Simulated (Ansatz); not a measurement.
# H7N2SSi2 radical: up Jacob's ladder to CCSD(T)

An exercise on one series of results from a longer session: the logs are not shown, and one member is left open.

Method: functionals in def2-TZVPP, the program's frozen cores in correlated methods; program: Ansatz 0.2.0, Gaussian basis.

Levels to be run: PBE-D4, r2SCAN-D4, PBE0-D4, B3LYP-D4, ωB97X-V, ωB97M-V, B2PLYP; CCSD(T)/def2-TZVPP; MP2/def2-QZVPP; extrapolation to the limit.

## Structure used throughout

An earlier PBE0-D4 in a triple-zeta def2 set relaxation fixed the geometry.

12 atoms, charge 0, spin multiplicity 2.

Atoms are counted from 1 here; the program's logs count them from 0.

Bond lengths: N1–Si2 1.718 Å, N1–H6 1.012 Å, N1–H7 1.009 Å, Si2–S3 2.152 Å, Si2–H8 1.494 Å, S3–Si4 2.126 Å, Si4–N5 1.730 Å, Si4–H9 1.484 Å, Si4–H10 1.488 Å, N5–H11 1.010 Å, N5–H12 1.010 Å. Angles: Si2–N1–H6 116.2°, Si2–N1–H7 119.7°, H6–N1–H7 112.6°, N1–Si2–S3 110.4°, N1–Si2–H8 107.6°, S3–Si2–H8 106.7°, Si2–S3–Si4 97.1°, S3–Si4–N5 109.9°, S3–Si4–H9 112.9°, S3–Si4–H10 104.0°, N5–Si4–H9 105.3°, N5–Si4–H10 115.1°, H9–Si4–H10 109.8°, Si4–N5–H11 117.8°, Si4–N5–H12 117.2°, H11–N5–H12 110.2°.

Set-up of the first run:

Input file in.yaml:

```yaml
crystal:
  periodic: [false, false, false]
  atoms:
    - {symbol: N, position_ang: [0.059519, -1.998241, -0.320413]}
    - {symbol: Si, position_ang: [-1.222733, -1.356558, 0.626781]}
    - {symbol: S, position_ang: [-0.507662, 0.245793, 1.872384]}
    - {symbol: Si, position_ang: [-0.147346, 1.648108, 0.316091]}
    - {symbol: N, position_ang: [1.038111, 1.023552, -0.778343]}
    - {symbol: H, position_ang: [0.571717, -1.334823, -0.887618]}
    - {symbol: H, position_ang: [-0.054077, -2.891081, -0.775591]}
    - {symbol: H, position_ang: [-1.690606, -2.437609, 1.545379]}
    - {symbol: H, position_ang: [-1.348827, 1.909458, -0.514405]}
    - {symbol: H, position_ang: [0.249573, 2.889047, 1.034686]}
    - {symbol: H, position_ang: [1.969130, 0.860889, -0.422396]}
    - {symbol: H, position_ang: [1.083211, 1.441463, -1.696565]}
basis:
  gaussian: {orbitals: def2-TZVPP}
magnetization: {spin_polarized: true, initial_magnetization: 1}
hamiltonian: {xc: pbe, dispersion: d4}
output: {forces: true, orbitals: {seedname: orbitals}}
```

Launch:

```sh
> ansatz run in.yaml --threads 2 --pin off --events-out ev --progress --plain --max-ram 32768MiB --backend cuda --devices 0, --max-vram 18GiB
```

Steps of the session up to this table: PBE-D4 (GGA); r2SCAN-D4 (meta-GGA); PBE0-D4 (hybrid); B3LYP-D4 (hybrid); ωB97X-V (range-separated); ωB97M-V (range-separated); B2PLYP (double hybrid); CCSD(T) in def2-TZVPP; MP2 in def2-QZVPP.

One of the session's tables, all rows but one given; the rest of the session is left out.

| method | atomisation energy (kcal/mol) |
| --- | --- |
| PBE-D4 | 945.0 |
| r2SCAN-D4 | 933.1 |
| PBE0-D4 | 929.5 |
| B3LYP-D4 | ? |
| ωB97X-V | 940.8 |
| ωB97M-V | 937.6 |
| B2PLYP | 918.9 |
| HF/def2-TZVPP | 647.5 |
| MP2/def2-TZVPP | 908.1 |
| CCSD/def2-TZVPP | 884.7 |
| CCSD(T)/def2-TZVPP | 899.4 |
| MP2/CBS | 941.8 |
| CCSD(T)/CBS | 933.1 |

Estimate the missing values for B3LYP-D4.

As computed: atomisation energy (kcal/mol): 936.1. In the column «atomisation energy (kcal/mol)» it lies between CCSD(T)/CBS (933.1) and ωB97M-V (937.6).
